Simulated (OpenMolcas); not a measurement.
# Pt³⁺ among point charges: CASSCF and CASPT2 levels and susceptibility

How does a field of 8 point charges split the states of Pt³⁺, and what χT follows?

Method: state-averaged CASSCF and CASPT2, spin-orbit coupling by RASSI with atomic mean-field integrals. Code: OpenMolcas 26.06.

## 1. The system

| Item | Value |
| --- | --- |
| Species | Pt³⁺ (platinum, Z = 78, 75 electrons) |
| Basis | ANO-RCC-VTZP [8s7p5d3f1g], 84 functions |
| Scalar Hamiltonian | DKH2, point nucleus |
| Inactive shells | 1s 2s 2p 3s 3p 3d 4s 4p 4d 4f 5s 5p |
| Active space | 7 electrons in 5 orbitals (5d) |
| Some configurations of this space | 5d7 |
| Orbitals | optimised for each spin and parity, averaged over all roots |

Outer shells as boxes (Hund's rule):

5d7
```
5d [↑↓][↑↓][↑ ][↑ ][↑ ]
```

The ion sits among 8 point charges of -1 e arranged as a cube (Oh), 2.27 Å from the ion.

The work runs as a chain of OpenMolcas steps in one folder; each step below is one input file. Labels, J, g values, rates, χT and fits are worked out afterwards by a script from the matrices that RASSI stores. The input lists half of the charges; inversion (Group=XYZ) makes the rest.

## 2. One- and two-electron integrals

Contents of a.inp:

```
&GATEWAY
Coord
1

Pt 0.0 0.0 0.0
Basis=ANO-RCC-VTZP
Group=XYZ
NoMove
AngMom=0.0 0.0 0.0
AMFI
XField
4 Angstrom 0
1.310585 1.310585 1.310585 -1.000000
1.310585 1.310585 -1.310585 -1.000000
1.310585 -1.310585 1.310585 -1.000000
1.310585 -1.310585 -1.310585 -1.000000
&SEWARD
```

Run with:

```console
$ OMP_NUM_THREADS=1 MOLCAS_MEM=1689 MOLCAS_PROJECT=a pymolcas a.inp > a.log
```

## 3. Reference wave functions, quartets of even parity, 10 roots

Contents of a.inp:

```
&RASSCF
FileOrb=start.orb
Symmetry=1
Spin=4
nActEl=7 0 0
Inactive=15 19
Ras2=5 0
CIRoot=10 10 1
SDav=10
CIMx=300
Iter=120 100
PrWF=0.3
OrbListing=Nothing
MaxOrb=0
>>> COPY $Project.JobIph JOB001
```

start.orb holds the contracted functions of the basis, ordered by shell, or the orbitals of the step before.

## 4. CASSCF: doublets of even parity, 40 roots

Contents of a.inp:

```
&RASSCF
FileOrb=start.orb
Symmetry=1
Spin=2
nActEl=7 0 0
Inactive=15 19
Ras2=5 0
CIRoot=40 40 1
SDav=40
CIMx=300
Iter=120 100
PrWF=0.3
OrbListing=Nothing
MaxOrb=0
>>> COPY $Project.JobIph JOB002
```

## 5. State interaction with spin-orbit coupling

Contents of a.inp:

```
&RASSI
NrOfJobIphs=2 10 40
1 2 3 4 5 6 7 8 9 10
1 2 3 4 5 6 7 8 9 10 11 12 13 14 15 16 17 18 19 20 21 22 23 24 25 26 27
28 29 30 31 32 33 34 35 36 37 38 39 40
IphNames
JOB001
JOB002
EJob
SpinOrbit
DIPRint=1.0
SOCoupling=1000.0
Subsets=2
Property=9
'ANGMOM' 1 'ANGMOM' 2 'ANGMOM' 3 'MLTPL  1' 1 'MLTPL  1' 2 'MLTPL  1' 3
'AMFI' 1 'AMFI' 2 'AMFI' 3
SOProperty=3
'ANGMOM' 1 'ANGMOM' 2 'ANGMOM' 3
```

## 6. CASPT2: IPEA 0.25, imaginary shift 0.1 (closed shells correlated: 5s 5p)

Contents of a.inp:

```
>>> COPY JOB001 $Project.JobIph
&CASPT2
Multistate=10 1 2 3 4 5 6 7 8 9 10
NoMult
Frozen=14 16
IPEA=0.25
Imaginary=0.1
MaxIter=60
WThr=0.0 0.3 0.05
PrWF=0.5
NoMix
>>> COPY JOB002 $Project.JobIph
&CASPT2
Multistate=40 1 2 3 4 5 6 7 8 9 10 11 12 13 14 15 16 17 18 19 20 21 22
23 24 25 26 27 28 29 30 31 32 33 34 35 36 37 38 39 40
NoMult
Frozen=14 16
IPEA=0.25
Imaginary=0.1
MaxIter=60
WThr=0.0 0.3 0.05
PrWF=0.5
NoMix
```

(Steps that only read results are left out.)

Before running it: what results should come out? Wanted: spin-free ground state; first state of the same spin within the active space; lowest level; next level.

**Answer**, as computed:

| quantity | value |
| --- | --- |
| method | SS-CASPT2, IPEA 0.25, imaginary shift 0.1 (closed shells correlated: 5s 5p) |
| spin-free ground state | 4A2, 1-fold in its orbital part |
| first state of the same spin within the active space | 4T2 at 2500 cm⁻¹ |
| lowest level | 4-fold Γ8 |
| next level | 1245.7 cm⁻¹ |
| χT at 300 K | 4.35 cm³ K/mol |
| effective moment at 300 K | 5.90 μB |

Cost by method:

```csv
method,time of its own steps,time with the reference
A. CASSCF,10 s,10 s
"B. SS-CASPT2, IPEA 0.25, imaginary shift 0.1, +5s 5p",7.9 s,18 s
```

Times are of one thread on a shared host.

**Reading.** The spin-free ground state (4A2) comes to 100 % from free-ion F terms and keeps the highest spin of the shell. χT at 300 K is 4.35, against 1.88 cm³ K/mol for the spin alone, so orbital moment adds to it. A ligand-field fit to the states below 45000 cm-1 gives 10Dq = -2601 cm-1, B = 667 cm-1 and C = 3514 cm-1 (C/B = 5.27), with a deviation of 266 cm-1. CASPT2 does not keep the components of a term degenerate, and the means are used. The field of point charges can differ much from that of real complexes. With metal d orbitals alone active, the gaps between spin states are rough; where two lie within a few thousand cm-1, their order is open. Point charges carry no covalency, so the field is a model and not that of real ligands.
